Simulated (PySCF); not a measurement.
**BrCl: spin, charge, geometry and surroundings**

How does BrCl answer to another spin, charge, distance or environment?

Program: PySCF 2.14.0. Level of theory: each script names its method and basis. These are calculated values, not measurements.

2 further runs of the same task are left out: 2 that didn't finish.

## Step 1: The system as given

BrCl: 2 atoms, charge 0, spin multiplicity 1.

Bond lengths: Br1–Cl2 2.085 Å.

## Step 2: The base run

Input file input.py:

```python
from pyscf import gto, scf
from pyscf.prop.polarizability import rhf as pol

mol = gto.M(
    atom='Br 0 0 0; Cl 0 0 2.085',
    basis='sbkjc',
    ecp={'Br': 'sbkjc', 'Cl': 'sbkjc'},
    charge=0,
    spin=0,
    verbose=4,
)
mf = scf.RHF(mol)
mf = mf.density_fit(auxbasis='def2-universal-jkfit')
mf.kernel()
print('polarizability (a.u.)')
print(pol.Polarizability(mf).polarizability().round(4))
mf.dip_moment()
print('orbital energies (hartree):', mf.mo_energy[..., max(0, mol.nelec[1]-3):mol.nelec[0]+3].round(4))
```

Started as:

```console
OMP_NUM_THREADS=1 python input.py
```

Its log is not repeated here.

In short: E(SCF) = -27.756225 Eh, 8 cycles, μ = 0.93 D, α(xx, yy, zz) = 2.9, 2.9, 42.2 bohr³.

The bond length is a typed value, not an optimised one.

## Step 3: Triplet (UHF)

Edit 1 changes spin (2S): 0 → 2; SCF type: RHF → UHF.

Input file input.py:

```python
from pyscf import gto, scf
from pyscf.prop.polarizability import uhf as pol

mol = gto.M(
    atom='Br 0 0 0; Cl 0 0 2.085',
    basis='sbkjc',
    ecp={'Br': 'sbkjc', 'Cl': 'sbkjc'},
    charge=0,
    spin=2,
    verbose=4,
)
mf = scf.UHF(mol)
mf = mf.density_fit(auxbasis='def2-universal-jkfit')
mf.kernel()
print('polarizability (a.u.)')
print(pol.Polarizability(mf).polarizability().round(4))
mf.dip_moment()
print('orbital energies (hartree):', [e[max(0, n-3):n+3].round(4) for e, n in zip(mf.mo_energy, mol.nelec)])
```

Started as:

```console
OMP_NUM_THREADS=1 python input.py
```

## Step 4: Bond 4.17 Å

Edit 2 changes bond length: 2.085 Å → 4.17 Å.

input.py: that of step 2 with these lines changed.

```diff
@@ -4,3 +4,3 @@
 mol = gto.M(
-    atom='Br 0 0 0; Cl 0 0 2.085',
+    atom='Br 0 0 0; Cl 0 0 4.17',
     basis='sbkjc',
```

## Step 5: Quintet (UHF)

Edit 3 changes spin (2S): 0 → 4; SCF type: RHF → UHF.

Input file input.py:

```python
from pyscf import gto, scf
from pyscf.prop.polarizability import uhf as pol

mol = gto.M(
    atom='Br 0 0 0; Cl 0 0 2.085',
    basis='sbkjc',
    ecp={'Br': 'sbkjc', 'Cl': 'sbkjc'},
    charge=0,
    spin=4,
    verbose=4,
)
mf = scf.UHF(mol)
mf = mf.density_fit(auxbasis='def2-universal-jkfit')
mf.kernel()
print('polarizability (a.u.)')
print(pol.Polarizability(mf).polarizability().round(4))
mf.dip_moment()
print('orbital energies (hartree):', [e[max(0, n-3):n+3].round(4) for e, n in zip(mf.mo_energy, mol.nelec)])
```

Before running it: what results should come out? Wanted: for each run, E(SCF); from base; gap, α spin; SCF dipole.

The runs gave:

```tsv
run	E(SCF) (hartree)	from base (eV)	cycles	gap, α spin (eV)	SCF dipole (D)
base	-27.756225	0	8	11.89	0.93
triplet (UHF)	-27.655569	+2.7390	12	18.03	1.76
bond 4.17 Å	-27.617357	+3.7788	11	4.25	2.12
quintet (UHF)	-27.180685	+15.6612	11	6.20	3.30
```

**Reading.** Of the runs whose energies can be compared, “quintet (UHF)” moves the SCF energy most (+15.661 eV). The triplet solution found lies 2.74 eV above the base singlet at this geometry and level. The quintet solution found lies 15.66 eV above the base singlet at this geometry and level. With bond 4.17 Å the frontier gap moves by over 1.5 eV, which can mean another electronic state rather than the bond length alone.
